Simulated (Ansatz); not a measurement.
# BeF+ (triplet): wave-function methods side by side at distance F1–Be2 = 2.615 Å, cc-pVTZ

The task here is to estimate one member of a computed series from the others.

Method: cc-pVTZ, core rule «outside noble gas», up to 2 orbitals frozen; program: Ansatz 0.2.0, Gaussian basis.

Plan: UHF; CCSD(T) on ROHF; CCSD(T) on UHF; BCCD(T) on ROHF; CISD; CCSDT(Q) on ROHF; CCSDT(Q) on UHF; CASSCF and MRCISD+Q, 4 electrons in 4 orbitals; CASSCF and NEVPT2, 4 electrons in 4 orbitals.

21 further runs of the same task are left out: 12 for a known fault of the program, 8 that didn't finish, 1 set aside as unsound or not needed.

**What is computed**

The geometry derives from a PBE0/def2-TZVP stationary point (not a proven minimum). One bond is set to the value named and the two fragments are kept rigid.

2 atoms, charge 1, spin multiplicity 3.

Atoms are counted from 1 here; the program's logs count them from 0.

No contacts short enough for the rule that draws bonds.

Set-up of the first run:

Input file in.yaml:

```yaml
crystal:
  periodic: [false, false, false]
  atoms:
    - {symbol: F, position_ang: [0.000000, 0.000000, 0.000000]}
    - {symbol: Be, position_ang: [0.000000, 0.000000, 2.615000]}
basis:
  gaussian: {orbitals: cc-pVTZ}
total_charge: 1
magnetization: {spin_polarized: true, initial_magnetization: 2}
hamiltonian: {xc: hf}
output: {orbitals: {seedname: orbitals}}
```

On the command line:

```
> ansatz run in.yaml --threads 1 --pin off --events-out ev --progress --plain --max-ram 2393MiB
```

Among the steps run: UHF; CCSD(T) on ROHF; CCSD(T) on UHF; BCCD(T) on ROHF; CISD; CCSDT(Q) on ROHF; CCSDT(Q) on UHF; CASSCF and MRCISD+Q, 4 electrons in 4 orbitals; CASSCF and NEVPT2, 4 electrons in 4 orbitals.

One table of the session follows, with a row left open; its other results are not shown here.

It belongs to the step «Misses and costs». 

| method | from UCCSDT(Q) (meV) |
| --- | --- |
| ROHF | ? |
| UHF | +5939.6 |
| RMP2 | +424.4 |
| UMP2 | +430.8 |
| CISD | +252.9 |
| RCCSD | +121.0 |
| UCCSD | +117.3 |
| RCCSD(T) | +10.6 |
| UCCSD(T) | +8.2 |
| BCCD(T) | +10.6 |
| RCCSDT | +4.6 |
| UCCSDT | +2.0 |
| RCCSDT(Q) | +2.9 |
| UCCSDT(Q) | 0 |
| CASSCF pair | +5683.7 |
| NEVPT2 pair | +394.1 |
| MRCISD pair | +225.3 |
| MRCISD+Q pair | +39.2 |

**Question.** Estimate the row for ROHF.

The run gave: from UCCSDT(Q) (meV): +6070.2. In the column «from UCCSDT(Q) (meV)» it is the highest.

Caveats from the session: Restricted and unrestricted rows rest on different reference determinants; where their highest levels disagree by more than a few hundredths of an eV, they describe different states and don't form one ladder.
